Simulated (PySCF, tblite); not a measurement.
# ClH3HfO3, a small molecule taken as a stand-in for a surface group (hafnium hydroxide): NMR shifts, core binding energies and electronic excitations

What NMR shifts, core binding energies and electronic excitations should one expect for `[OH][Hf]([OH])([OH])[Cl]`?

Programs: tblite 0.8.0 and PySCF 2.14.0. All values are calculated, for the isolated system unless a continuum is named. Atoms count from 0, parts from 1.

### 1 The system as given

8 atoms, charge 0, multiplicity 1; geometry: distance geometry start.

### 2 Geometry optimisation with GFN2-xTB

What the job is given:

```
{"job": {"kind": "relax", "xc": "GFN2-xTB", "basis": "xTB"}, "charge": 0, "multiplicity": 1}
O      1.553217     1.429211    -0.120047
Hf     0.343175    -0.230705    -0.435328
O      0.467854    -0.779753    -2.420503
O     -1.602973     0.266478     0.050460
Cl     1.095885    -2.032859     0.955026
H      2.530152     1.392907    -0.098191
H      0.913686    -0.303903    -3.115778
H     -2.384143    -0.289636    -0.139809
```

With the program's defaults for keys left out, this is: GFN2-xTB geometry optimisation, gas phase.

Started as:

```
$ OMP_NUM_THREADS=1 python cluster_run.py task.json out
```

This one command runs all jobs of the session in turn.

Output:

```text
step      E/eV     max force
  0    -541.02389    1.648
  1    -541.11822    1.193
  2    -541.45244    2.073
  3    -541.58242    2.101
  4    -541.64977    0.805
  5    -541.66937    0.528
  6    -541.67458    0.307
  7    -541.67988    0.191
  8    -541.68232    0.243
  9    -541.69416    0.476
 10    -541.70112    0.451
 11    -541.70894    0.154
 12    -541.71052    0.146
 13    -541.71381    0.242
 14    -541.72110    0.374
 15    -541.73276    0.504
 16    -541.74541    0.747
 17    -541.75305    0.733
 18    -541.75502    1.101
 19    -541.76982    0.206
 20    -541.77206    0.179
 21    -541.77760    0.240
 22    -541.78401    0.327
 23    -541.79506    0.487
 24    -541.81044    0.526
 25    -541.82609    0.396
 26    -541.83546    0.222
 27    -541.83894    0.153
 28    -541.84131    0.158
 29    -541.84343    0.119
 30    -541.84480    0.148
 31    -541.84586    0.112
 32    -541.84748    0.147
 33    -541.85069    0.254
 34    -541.85507    0.350
 35    -541.85992    0.340
 36    -541.86328    0.195
 37    -541.86389    0.340
 38    -541.86606    0.141
 39    -541.86754    0.140
 40    -541.87417    0.197
 41    -541.87871    0.244
 42    -541.88085    0.124
 43    -541.88196    0.130
 44    -541.88296    0.094
 45    -541.88440    0.132
 46    -541.88657    0.122
 47    -541.88860    0.142
 48    -541.89107    0.279
 49    -541.89287    0.205
 50    -541.89569    0.131
 51    -541.89848    0.109
 52    -541.90153    0.174
 53    -541.90402    0.143
 54    -541.90432    0.425
 55    -541.90455    0.196
 56    -541.90625    0.106
 57    -541.90666    0.137
 58    -541.90688    0.079
 59    -541.90704    0.038
 60    -541.90723    0.047
 61    -541.90756    0.065
 62    -541.90798    0.097
 63    -541.90845    0.114
 64    -541.90875    0.053
 65    -541.90882    0.019
 66    -541.90883    0.019
 67    -541.90888    0.015
 68    -541.90894    0.024
 69    -541.90906    0.032
 70    -541.90922    0.039
 71    -541.90937    0.035
 72    -541.90945    0.017
 73    -541.90947    0.008
 74    -541.90948    0.007
```

Wall time 0.87 s (1 thread of Intel Xeon Platinum 8375C at 2.90GHz, shared host).

Step by step:

```tsv
step	energy from step 0 (eV)	largest force (eV/Å)
0	0.0000	1.6480
3	-0.5585	2.1005
6	-0.6507	0.3064
9	-0.6703	0.4759
12	-0.6866	0.1454
15	-0.7089	0.5044
18	-0.7311	1.1008
21	-0.7537	0.2390
24	-0.7865	0.5253
27	-0.8150	0.1522
30	-0.8209	0.1476
33	-0.8268	0.2534
36	-0.8394	0.1949
39	-0.8436	0.1394
42	-0.8570	0.1242
45	-0.8605	0.1322
48	-0.8672	0.2787
51	-0.8746	0.1089
54	-0.8804	0.4247
57	-0.8828	0.1372
60	-0.8833	0.0468
63	-0.8846	0.1144
66	-0.8849	0.0195
69	-0.8852	0.0325
72	-0.8856	0.0165
74	-0.8856	0.0064
```

Close pairs (by a distance rule), those that changed most:

```tsv
bond	before (Å)	after (Å)	change (Å)
Hf1–H5	2.745	2.406	-0.339
Hf1–H6	2.741	2.435	-0.307
Hf1–H7	2.744	2.454	-0.290
O0–Hf1	2.078	1.865	-0.213
Hf1–O3	2.067	1.861	-0.205
Hf1–O2	2.063	1.860	-0.203
Hf1–Cl4	2.397	2.255	-0.143
O3–H7	0.978	0.963	-0.015
```

### 3 Relaxing the molecule at PBE0-D3(BJ)/def2-SVP

What the job is given:

```
{"job": {"xc": "PBE0", "basis": "def2-SVP", "d3": "d3bj", "grid": 2, "kind": "geom", "shake": 0.01}, "charge": 0, "multiplicity": 1}
O      1.078620     1.192934     0.265029
Hf     0.073907    -0.372881     0.204575
O     -0.035599    -0.835140    -1.600980
O     -1.657865     0.005715     0.640538
Cl     1.212476    -1.585230     1.722618
H      1.688566     1.241097     0.986607
H     -0.096879    -0.098364    -2.205586
H     -2.217149     0.423316    -0.040703
```

Output:

```text
step   0  E = -735.21084433  max force = 0.087422
step   1  E = -735.23841397  max force = 0.016535
step   2  E = -735.24114162  max force = 0.006242
step   3  E = -735.24697963  max force = 0.015197
step   4  E = -735.25046115  max force = 0.017823
step   5  E = -735.25328377  max force = 0.011905
step   6  E = -735.25498807  max force = 0.007924
step   7  E = -735.25616899  max force = 0.007530
step   8  E = -735.25039689  max force = 0.049928
step   9  E = -735.25776021  max force = 0.005751
step  10  E = -735.25809017  max force = 0.005893
step  11  E = -735.25841379  max force = 0.002851
step  12  E = -735.25862560  max force = 0.002024
step  13  E = -735.25871832  max force = 0.001861
step  14  E = -735.25892459  max force = 0.001455
step  15  E = -735.25897332  max force = 0.000921
step  16  E = -735.25900636  max force = 0.001082
step  17  E = -735.25901879  max force = 0.000882
step  18  E = -735.25902496  max force = 0.000233
optimisation converged
```

Run time: 2.7 min. Hardware: 1 thread of Intel Xeon Platinum 8375C at 2.90GHz, shared host; peak memory 0.54 GiB.

Relaxation path: (the energy doesn't fall at every step)

```tsv
step	energy from step 0 (eV)	largest force component (eV/Å)
0	0.0000	4.4954
1	-0.7502	0.8503
2	-0.8244	0.3210
3	-0.9833	0.7815
4	-1.0780	0.9165
5	-1.1548	0.6122
6	-1.2012	0.4075
7	-1.2333	0.3872
8	-1.0763	2.5674
9	-1.2766	0.2957
10	-1.2856	0.3030
11	-1.2944	0.1466
12	-1.3002	0.1041
13	-1.3027	0.0957
14	-1.3083	0.0748
15	-1.3097	0.0474
16	-1.3106	0.0556
17	-1.3109	0.0454
18	-1.3111	0.0120
```

Distances of close pairs at the start and the end, largest changes first:

```tsv
bond	before (Å)	after (Å)	change (Å)
Hf1–H5	2.413	2.869	+0.455
Hf1–H6	2.432	2.868	+0.436
Hf1–H7	2.438	2.868	+0.430
Hf1–Cl4	2.252	2.383	+0.131
Hf1–O3	1.825	1.916	+0.091
O0–Hf1	1.861	1.916	+0.055
Hf1–O2	1.867	1.916	+0.049
O3–H7	0.975	0.954	-0.021
```

The final coordinates are the input of the step that follows.

```tsv
at the end point	value
point group (found at 0.08 Å tolerance)	C3v
rotational constants (GHz, main isotopes)	2.815, 1.684, 1.682
dipole moment (D)	3.75
```

### 4 Shielding tensors: PBE0/def2-SVP+pcSseg-1

What the job is given:

```
{"job": {"kind": "nmr", "xc": "PBE0", "basis": {"default": "pcSseg-1", "Hf": "def2-SVP"}}, "charge": 0, "multiplicity": 1}
O      1.231861     1.222045     0.603890
Hf     0.081109    -0.248011     0.171759
O      0.276307    -0.718083    -1.675778
O     -1.738714     0.220887     0.545725
Cl     0.684265    -2.130472     1.502943
H      1.772845     1.990616     0.767505
H      0.378450    -0.874736    -2.611298
H     -2.640079     0.509230     0.667370
```

Method: GIAO PBE0/pcSseg-1 Hf:def2-SVP NMR shielding, scalar relativity only through core potentials, gas phase.

Output:

```text
coarse grid: 38112 points
cycle   1  E = -735.1802802632  dE = -1.238e+01  |g| = 1.332e+00  |ddm| = 7.696e+00
cycle   2  E = -734.8650734366  dE =  3.152e-01  |g| = 1.875e+00  |ddm| = 2.119e+00
cycle   3  E = -735.5140916566  dE = -6.490e-01  |g| = 2.659e-01  |ddm| = 1.238e+00
cycle   4  E = -735.5290254666  dE = -1.493e-02  |g| = 6.386e-02  |ddm| = 2.618e-01
cycle   5  E = -735.5299783310  dE = -9.529e-04  |g| = 2.516e-02  |ddm| = 8.172e-02
cycle   6  E = -735.5301381510  dE = -1.598e-04  |g| = 1.664e-03  |ddm| = 2.647e-02
cycle   7  E = -735.5301386466  dE = -4.956e-07  |g| = 5.021e-04  |ddm| = 1.757e-03
final grid: 76864 points
cycle   8  E = -735.5302175956  dE = -8.808e-08  |g| = 3.998e-04  |ddm| = 1.015e-03
cycle   9  E = -735.5302175939  dE =  1.664e-09  |g| = 4.227e-04  |ddm| = 6.677e-04
cycle  10  E = -735.5302176299  dE = -3.594e-08  |g| = 1.281e-04  |ddm| = 3.554e-04
cycle  11  E = -735.5302176330  dE = -3.122e-09  |g| = 9.506e-06  |ddm| = 7.544e-05
cycle  12  E = -735.5302176330  dE = -1.592e-11  |g| = 3.574e-06  |ddm| = 1.234e-05
converged SCF energy = -735.5302176330

GIAO shielding tensors (ppm)
atom      isotropic    diamagn.    paramagn.     s11        s22        s33       span
  0 O      164.748     390.223    -225.475     58.504    109.855    325.886    267.382
  1 Hf         nan         nan         nan        nan        nan        nan        nan
  2 O      163.375     390.225    -226.851     56.356    106.870    326.898    270.543
  3 O      163.167     390.216    -227.049     56.396    107.011    326.093    269.697
  4 Cl     730.914    1149.346    -418.432    569.749    574.205   1048.789    479.039
  5 H       28.755      30.413      -1.658     21.607     21.851     42.806     21.199
  6 H       28.706      30.410      -1.704     21.517     21.770     42.831     21.314
  7 H       28.691      30.399      -1.708     21.525     21.769     42.778     21.254
```

Wall time 18 s (1 thread of Intel Xeon Platinum 8375C at 2.90GHz, shared host); peak memory 0.63 GiB.

Shifts follow as δ = σ(reference) − σ, with reference shieldings (ppm) from runs at the same level and on the same kind of geometry: 1H TMS 31.27, 17O H2O 334.6, 35Cl HCl 943. The references are single molecules in the gas phase, so shifts against H2O, NH3, PH3, H3PO4 or CFCl3 are not on the usual liquid scales and can be off by tens of ppm. Atoms listed in one row are averaged.

```tsv
atoms	environment	σ (ppm)	δ (ppm)
H5, H6, H7	hydrogen on an oxygen bonded to Hf	28.72	2.55
O0, O2, O3	oxygen bonded to Hf, H	163.8	170.8
Cl4	chlorine bonded to Hf	731	212
```

Atoms past Kr carry core potentials, so their printed shieldings have no meaning and are left out of the table.

Charges from the same density, by scheme (e):

```tsv
atoms	Mulliken	ESP fit
O0, O2, O3	-0.58	-0.80
Hf1	1.42	1.42
Cl4	-0.43	-0.39
```

Mayer bond orders: O0–Hf1 1.06, Hf1–O2 1.06, Hf1–O3 1.06, Hf1–Cl4 0.95.

With diffuse functions Mulliken charges and Mayer bond orders lose their meaning; the other schemes are steadier.

Orbitals, density, ELF and potential are computed afterwards from the orbital file.

Frontier orbitals at PBE0/def2-SVP+pcSseg-1, with the share of their density that lies nearest to each atom:

```tsv
orbital	energy (eV)	lies on
HOMO	-8.62	Cl4 82 %; O2 9 %
LUMO	-0.07	O0, O2, O3 about 16 % each; H5, H6, H7 about 11 % each; Cl4 10 %
```

ELF in a plane through or near 3 of the atoms.

Ten even steps from ' ' (0.00) to '@' (0.89):
```
                                                        
                                                        
                                                        
                                                        
                                                        
                              ----::--==++--            
          ..--::::==++--    --##%%%%%%@@@@##..          
        ..##@@@@%%%%@@##::  ::%%@@++##@@##++            
        ..##@@@@##--@@##......==%%==%%%%==::            
          ::++##%%##@@--==@@@@==::%%@@##==::            
            ::==%%%%**..++@@%%++....::::..              
              ::--::    ..::::----::                    
                      ==##@@%%@@@@##--                  
                    --##@@%%--**@@**--..                
                    ..--++%%@@@@%%--                    
                        ..**%%@@%%::                    
                          ..--==::                      
                                                        
                                                        
                                                        
```
The map spans 10.2 Å across and 10.5 Å up, centred on the molecule. Atoms in the plane (x, y in Å): O0 (0.3, -1.8), O2 (1.4, 1.1), O3 (-1.7, 0.7).

log10 of the density (e/Å³) in the same plane.

Ten even steps from ' ' (-4.0) to '@' (1.5):
```
                                                        
                                                        
                                                        
                                                        
                  ............::::::::::::..            
          ..::::--------::----====++++====--::          
        ..--====++++++========++**####**++++--..        
      ..--==****######**++++++**##@@%%##**++--..        
      ::--++**##%%@@%%**********##@@%%##++==--..        
      ..::==++**%%%%############********++==::..        
        ..--==++********########**++++==--::..          
          ::----====++++**********++==--::..            
            ::::----==++**##%%####++==--::..            
              ..::--==++**%%@@%%##**==--::..            
                ..::--++++######**++==--..              
                  ..::--==++++**++==::..                
                      ..::--------::..                  
                          ....::..                      
                                                        
                                                        
```
The map spans 10.2 Å across and 10.5 Å up, centred on the molecule. Atoms in the plane (x, y in Å): O0 (0.3, -1.8), O2 (1.4, 1.1), O3 (-1.7, 0.7).

On the surface of density 0.002 e/bohr³ the electrostatic potential runs, from the 1st to the 99th percentile, from -1.04 V near Cl4 to 2.56 V near Hf1.

### 5 Core-electron binding energies: SCAN, X2C

Settings changed since step 4:

```diff
@@ -1,2 +1,2 @@
-{"job": {"kind": "nmr", "xc": "PBE0", "basis": {"default": "pcSseg-1", "Hf": "def2-SVP"}}, "charge": 0, "multiplicity": 1}
+{"job": {"kind": "xps", "holes": 5}, "charge": 0, "multiplicity": 1}
 O      1.231861     1.222045     0.603890
```

With the program's defaults for keys left out, this is: delta-SCF UKS SCAN, pcX-2 on the ionised atom, pcseg-1 elsewhere (x2c-SVPall past Kr), spin-free X2C.

Output:

```text
ground state, core basis on atom 0 (O), 172 functions
  cycle   1  E = -15768.80556980  |g| = 1.46e+00
  cycle   2  E = -15765.60169518  |g| = 4.24e+00
  cycle   3  E = -15769.13884688  |g| = 4.45e-01
  cycle   4  E = -15769.18678839  |g| = 1.92e-01
  cycle   5  E = -15769.19206765  |g| = 9.59e-02
  cycle   6  E = -15769.19386586  |g| = 3.57e-02
  cycle   7  E = -15769.19406854  |g| = 8.11e-03
  cycle   8  E = -15769.19407712  |g| = 3.56e-03
  cycle   9  E = -15769.19409063  |g| = 4.31e-04
  E(ground) = -15769.47940173 Eh
hole in O 1s of atom 0
  cycle   1  E = -15748.58769774  |g| = 2.23e+00
  cycle   2  E = -15745.98562901  |g| = 2.66e+00
  cycle   3  E = -15748.96086232  |g| = 9.10e-01
  cycle   4  E = -15749.24486464  |g| = 6.57e-01
  cycle   5  E = -15749.37504214  |g| = 3.10e-01
  cycle   6  E = -15749.41417230  |g| = 1.00e-01
  cycle   7  E = -15749.41859072  |g| = 4.41e-02
  cycle   8  E = -15749.41971099  |g| = 7.01e-03
  cycle   9  E = -15749.41972358  |g| = 1.61e-03
  cycle  10  E = -15749.41972450  |g| = 1.21e-03
  cycle  11  E = -15749.41972249  |g| = 7.03e-04
  cycle  12  E = -15749.41972856  |g| = 1.62e-04
  E(ion) = -15749.70691561 Eh   <S^2> = 0.7617   hole on atom = 1.000   binding energy = 538.037 eV
ground state, core basis on atom 4 (Cl), 183 functions
  cycle   1  E = -15769.34659458  |g| = 4.92e-01
  cycle   2  E = -15769.34202319  |g| = 1.78e-01
  cycle   3  E = -15769.32553394  |g| = 3.34e-01
  cycle   4  E = -15769.34808609  |g| = 1.74e-02
  cycle   5  E = -15769.34813169  |g| = 4.81e-03
  cycle   6  E = -15769.34814364  |g| = 1.77e-03
  cycle   7  E = -15769.34813754  |g| = 7.14e-04
  cycle   8  E = -15769.34813905  |g| = 2.58e-04
  E(ground) = -15769.61858305 Eh
hole in Cl 2p of atom 4
  cycle   1  E = -15761.31465393  |g| = 1.71e+00
  cycle   2  E = -15761.43649413  |g| = 1.20e+00
  cycle   3  E = -15761.70540148  |g| = 4.36e-01
  cycle   4  E = -15761.75620260  |g| = 2.74e-01
  cycle   5  E = -15761.78584445  |g| = 3.88e-02
  cycle   6  E = -15761.78633340  |g| = 1.50e-02
  cycle   7  E = -15761.78640865  |g| = 3.07e-03
  cycle   8  E = -15761.78641357  |g| = 1.16e-03
  cycle   9  E = -15761.78641300  |g| = 8.05e-04
  cycle  10  E = -15761.78641176  |g| = 1.69e-04
  E(ion) = -15762.06585972 Eh   <S^2> = 0.7517   hole on atom = 1.001   binding energy = 205.520 eV
  2p3/2 = 204.953 eV   2p1/2 = 206.607 eV
```

Wall time 22 s (1 thread of Intel Xeon Platinum 8375C at 2.90GHz, shared host); peak memory 0.5 GiB.

Atoms past Kr, which the light-atom basis doesn't hold, take an all-electron relativistic set.

The holes in one table. −ε is the ground-state orbital energy:

```tsv
hole	stands for	environment	ΔSCF (eV; 2p as the shell's mean)	−ε (eV)	⟨S²⟩
O1s on O0	O0, O2, O3	oxygen bonded to Hf, H	538.04	516.7	0.762
Cl2p on Cl4	Cl4	chlorine bonded to Hf	205.50	192.6	0.752
```

Each hole run stands for the others of its class of like atoms.

With the spin-orbit splitting: Cl4 2p3/2 204.95, 2p1/2 206.61 eV. The table gives each 2p level as the mean over the whole 2p shell (two parts 2p3/2, one part 2p1/2), which differs a little from the single hole in the log.

### 6 TDDFT and polarisability: CAM-B3LYP/def2-SVPD

Settings changed since step 5:

```diff
@@ -1,2 +1,2 @@
-{"job": {"kind": "xps", "holes": 5}, "charge": 0, "multiplicity": 1}
+{"job": {"kind": "uv", "xc": "CAM-B3LYP", "basis": "def2-SVPD", "nstates": 6, "ntriplets": 2, "ip": true}, "charge": 0, "multiplicity": 1}
 O      1.231861     1.222045     0.603890
```

With the program's defaults for keys left out, this is: TDDFT CAM-B3LYP/def2-SVPD, vertical, gas phase, core orbitals frozen in the response.

Output:

```text
coarse grid: 38112 points
cycle   1  E = -735.2879191777  dE = -1.265e+01  |g| = 1.250e+00  |ddm| = 7.946e+00
cycle   2  E = -735.1030194081  dE =  1.849e-01  |g| = 1.628e+00  |ddm| = 2.102e+00
cycle   3  E = -735.5914027563  dE = -4.884e-01  |g| = 1.737e-01  |ddm| = 1.083e+00
cycle   4  E = -735.5978086476  dE = -6.406e-03  |g| = 4.093e-02  |ddm| = 1.918e-01
cycle   5  E = -735.5982360417  dE = -4.274e-04  |g| = 1.044e-02  |ddm| = 6.016e-02
cycle   6  E = -735.5982669199  dE = -3.088e-05  |g| = 1.675e-03  |ddm| = 1.668e-02
cycle   7  E = -735.5982678619  dE = -9.420e-07  |g| = 4.119e-04  |ddm| = 3.365e-03
final grid: 76864 points
cycle   8  E = -735.5982766339  dE = -9.141e-08  |g| = 2.849e-04  |ddm| = 1.891e-03
cycle   9  E = -735.5982766413  dE = -7.330e-09  |g| = 2.552e-04  |ddm| = 6.920e-04
cycle  10  E = -735.5982766552  dE = -1.393e-08  |g| = 6.497e-05  |ddm| = 2.951e-04
cycle  11  E = -735.5982766560  dE = -8.113e-10  |g| = 9.964e-06  |ddm| = 4.950e-05
converged SCF energy = -735.5982766560

Static polarisability (au): isotropic 64.246, principal 61.772 61.884 69.080

Singlet excitations
state   eV       nm        f      main configurations
  1   7.5470    164.3   0.00097   H->L+3 0.42, H-1->L+4 0.31, H-1->L+3 0.08
  2   7.5672    163.8   0.00899   H->L 0.47, H-1->L 0.29
  3   7.5709    163.8   0.00902   H-1->L 0.41, H->L 0.25
  4   7.6243    162.6   0.00321   H-1->L+4 0.35, H->L+3 0.27, H->L+4 0.18
  5   7.6252    162.6   0.00117   H-1->L+3 0.31, H->L+4 0.28, H-1->L+4 0.19
  6   7.7380    160.2   0.00000   H-2->L 0.84

Triplet excitations (Tamm-Dancoff, eV): 7.1653 7.3121
Vertical ionisation energy (delta-SCF) = 11.1521 eV
```

It took 79 s on 1 thread of Intel Xeon Platinum 8375C at 2.90GHz, shared host; peak memory 0.82 GiB.

The orbitals next to the gap, with their largest atomic shares:

```tsv
orbital	eV	atoms
HOMO−3	-10.98	Cl4 49 %, O3 13 %, O0 13 %
HOMO−2	-10.72	O3 31 %, O0 29 %, O2 29 %
HOMO−1	-10.09	Cl4 80 %, O0 8 %, Hf1 5 %
HOMO	-10.08	Cl4 80 %, O2 8 %, Hf1 5 %
LUMO	0.20	Hf1 59 %, Cl4 9 %, O0 8 %
LUMO+1	0.94	Hf1 51 %, O3 18 %, H7 11 %
LUMO+2	0.95	Hf1 51 %, O2 14 %, O0 14 %
```

With each of the 6 states as a Gaussian band of 0.4 eV half-width at 1/e, the curve within the window shown has maxima at 163 nm (ε 940) L/(mol cm). Beyond the last state computed it falls off for lack of states. The curve at chosen wavelengths:

(nm, ε (L/mol/cm)): (154, 254), (155, 336), (156, 428), (157, 527), (158, 627), (159, 722), (160, 807), (161, 874), (162, 920), (163, 941), (164, 938), (165, 910), (166, 861), (167, 796), (168, 718), (169, 634), (170, 547), (171, 463), (172, 384), (173, 312), (174, 249), (175, 195), (176, 150), (177, 114), (178, 85)

Further results of this job:

```tsv
property	computed
dipole moment (D)	3.62
polarisability (Å³)	9.52
HOMO–LUMO gap (eV)	10.28
−ε(HOMO) (eV)	10.08
```

### 7 Results

| quantity | value |
| --- | --- |
| point group | C3v |
| rotational constants (main isotopes) | 2.81, 1.68, 1.68 GHz |
| 1H shifts against TMS (PBE0/def2-SVP+pcSseg-1, means over atoms taken as alike) | 2.55 ppm |
| 17O shifts against H2O (PBE0/def2-SVP+pcSseg-1, means over atoms taken as alike) | 170.8 ppm |
| 35Cl shifts against HCl (PBE0/def2-SVP+pcSseg-1) | 212 ppm |
| surface potential, 1st and 99th percentile | -1.04 V and 2.56 V |
| O1s binding energies, SCAN/pcX-2 | O0 538.04 eV |
| Cl2p binding energies, SCAN/pcX-2 | Cl4 205.50 eV |
| lowest singlet (CAM-B3LYP/def2-SVPD) | 7.55 eV (164 nm), f = 0.001 |
| brightest single state of those computed | state 3, 7.57 eV, f = 0.009 |
| lowest triplet | 7.17 eV |
| vertical ionisation energy (ΔSCF) | 11.15 eV |

In words: Relaxing lowered the energy by 1.311 eV in 18 steps; the close pair that moved most is Hf1–H5, from 2.413 to 2.869 Å (PBE0/def2-SVP). At PBE0/def2-SVP+pcSseg-1: The widest tensor belongs to Cl4: span 479 ppm, with a paramagnetic part of -418 ppm. The lowest singlet, at 7.55 eV, is HOMO→LUMO+3 0.42, HOMO−1→LUMO+4 0.31 and is dark; of the 6 states computed, the strongest absorption comes from states 1 to 3 together at 7.57 eV. The lowest triplet lies 0.38 eV below the lowest singlet (triplets in Tamm-Dancoff, singlets in full TDDFT). Spin-orbit coupling, left out, mixes singlets and triplets in elements this heavy. The orbital energy would give 10.08 eV for ionisation, ΔSCF gives 11.15 eV. Spin-orbit coupling is left out, which matters for shieldings and couplings at and beside the heavy atoms.
